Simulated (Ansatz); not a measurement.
# C₂H₈AlFO: one species, many methods

One table from this session's results is given with a row withheld; the runs are named, their logs left out.

Method: functionals in def2-TZVPP, the program's frozen cores in correlated methods; program: Ansatz 0.2.0, Gaussian basis.

Plan: LDA (SPW92), PBE-D4, revPBE-D4, BLYP-D4, r2SCAN-D4, B97M-V, PBE0-D4, B3LYP-D4, r2SCANh-D4, r2SCAN0-D4, HSE06-D4, BHLYP-D4, CAM-B3LYP-D4, LC-ωPBE, ωB97X-V, ωB97M-V, B2PLYP, PBE-QIDH; CCSD(T)/def2-SVP; CCSD(T)/def2-TZVPP; MP2/def2-QZVPP; extrapolation to the limit; RPA on PBE.

**The relaxed structure**

An earlier PBE0-D4 in a triple-zeta def2 set relaxation fixed the geometry.

SMILES `[CH3][Al-]([CH3])([OH2+])[F]`, 13 atoms, charge 0, spin multiplicity 1.

Atoms are counted from 1 here; the program's logs count them from 0.

Bond lengths: C1–Al2 1.951 Å, C1–H6 1.095 Å, C1–H7 1.094 Å, C1–H8 1.095 Å, Al2–C3 1.961 Å, Al2–O4 2.023 Å, Al2–F5 1.691 Å, C3–H9 1.095 Å, C3–H10 1.096 Å, C3–H11 1.095 Å, O4–H12 0.963 Å, O4–H13 0.968 Å. Angles: Al2–C1–H6 112.0°, Al2–C1–H7 112.1°, Al2–C1–H8 111.3°, H6–C1–H7 107.5°, H6–C1–H8 106.7°, H7–C1–H8 106.9°, C1–Al2–C3 122.5°, C1–Al2–O4 105.3°, C1–Al2–F5 115.6°, C3–Al2–O4 100.6°, C3–Al2–F5 115.6°, O4–Al2–F5 88.4°, Al2–C3–H9 113.1°, Al2–C3–H10 112.4°, Al2–C3–H11 110.8°, H9–C3–H10 107.7°, H9–C3–H11 106.3°, H10–C3–H11 106.0° and more.

Coordinates:

| atom | x (Å) | y (Å) | z (Å) |
| --- | --- | --- | --- |
| C1 | -1.7259 | 0.2183 | -0.8756 |
| Al2 | 0.1657 | 0.1817 | -0.3988 |
| C3 | 1.0550 | -1.4395 | 0.2557 |
| O4 | 0.3312 | 1.3784 | 1.2244 |
| F5 | 1.1516 | 1.2678 | -1.2398 |
| H6 | -2.3502 | -0.2553 | -0.1109 |
| H7 | -2.0953 | 1.2386 | -1.0166 |
| H8 | -1.9112 | -0.3194 | -1.8114 |
| H9 | 2.0870 | -1.2637 | 0.5781 |
| H10 | 0.5188 | -1.9023 | 1.0923 |
| H11 | 1.1035 | -2.2004 | -0.5305 |
| H12 | 0.7985 | 0.9701 | 1.9613 |
| H13 | 0.8919 | 2.0911 | 0.8866 |

The first run:

Contents of in.yaml:

```yaml
crystal:
  periodic: [false, false, false]
  atoms:
    - {symbol: C, position_ang: [-1.725929, 0.218294, -0.875590]}
    - {symbol: Al, position_ang: [0.165670, 0.181650, -0.398764]}
    - {symbol: C, position_ang: [1.054974, -1.439487, 0.255733]}
    - {symbol: O, position_ang: [0.331169, 1.378405, 1.224386]}
    - {symbol: F, position_ang: [1.151600, 1.267846, -1.239799]}
    - {symbol: H, position_ang: [-2.350230, -0.255330, -0.110886]}
    - {symbol: H, position_ang: [-2.095292, 1.238585, -1.016636]}
    - {symbol: H, position_ang: [-1.911248, -0.319396, -1.811372]}
    - {symbol: H, position_ang: [2.086977, -1.263742, 0.578126]}
    - {symbol: H, position_ang: [0.518785, -1.902280, 1.092271]}
    - {symbol: H, position_ang: [1.103463, -2.200431, -0.530498]}
    - {symbol: H, position_ang: [0.798461, 0.970075, 1.961253]}
    - {symbol: H, position_ang: [0.891900, 2.091113, 0.886575]}
basis:
  gaussian: {orbitals: def2-TZVPP}
hamiltonian: {xc: lda}
output: {orbitals: {seedname: orbitals}}
```

Among the steps run: LDA; PBE-D4 (GGA); revPBE-D4 (GGA); BLYP-D4 (GGA); r2SCAN-D4 (meta-GGA); B97M-V (meta-GGA); PBE0-D4 (hybrid); B3LYP-D4 (hybrid); r2SCANh-D4 (hybrid); r2SCAN0-D4 (hybrid); HSE06-D4 (hybrid); BHLYP-D4 (hybrid); CAM-B3LYP-D4 (range-separated); LC-ωPBE-D4 (range-separated; the results give it without D4); ωB97X-V (range-separated); ωB97M-V (range-separated); B2PLYP (double hybrid); PBE-QIDH (double hybrid).

One of the session's tables, all rows but one given; the rest of the session is left out.

It belongs to the step «Frontier levels by functional». 

| functional | HOMO (eV) | gap (eV) |
| --- | --- | --- |
| LDA (SPW92) | -6.06 | 4.74 |
| PBE-D4 | -5.92 | 4.73 |
| revPBE-D4 | -5.86 | 4.75 |
| BLYP-D4 | -5.80 | 4.54 |
| r2SCAN-D4 | ? | ? |
| B97M-V | -6.26 | 5.31 |
| PBE0-D4 | -7.22 | 6.92 |
| B3LYP-D4 | -7.01 | 6.29 |
| r2SCANh-D4 | -6.67 | 6.44 |
| r2SCAN0-D4 | -7.40 | 7.55 |
| HSE06-D4 | -6.82 | 6.15 |
| BHLYP-D4 | -8.45 | 8.74 |
| CAM-B3LYP-D4 | -8.62 | 9.05 |
| LC-ωPBE | -9.99 | 11.83 |
| ωB97X-V | -9.62 | 11.23 |
| ωB97M-V | -9.47 | 10.62 |

**Question.** Estimate the row for r2SCAN-D4.

Worked estimate for «HOMO (eV)». Against the share of exact exchange, r2SCANh-D4 (0.1, -6.67), r2SCAN0-D4 (0.25, -7.40) give a slope of -4.87 per unit share; at 0 the line stands at -6.18.

The run gave: HOMO (eV): -6.18; gap (eV): 5.69. In «HOMO (eV)» the line misses by 0.00.
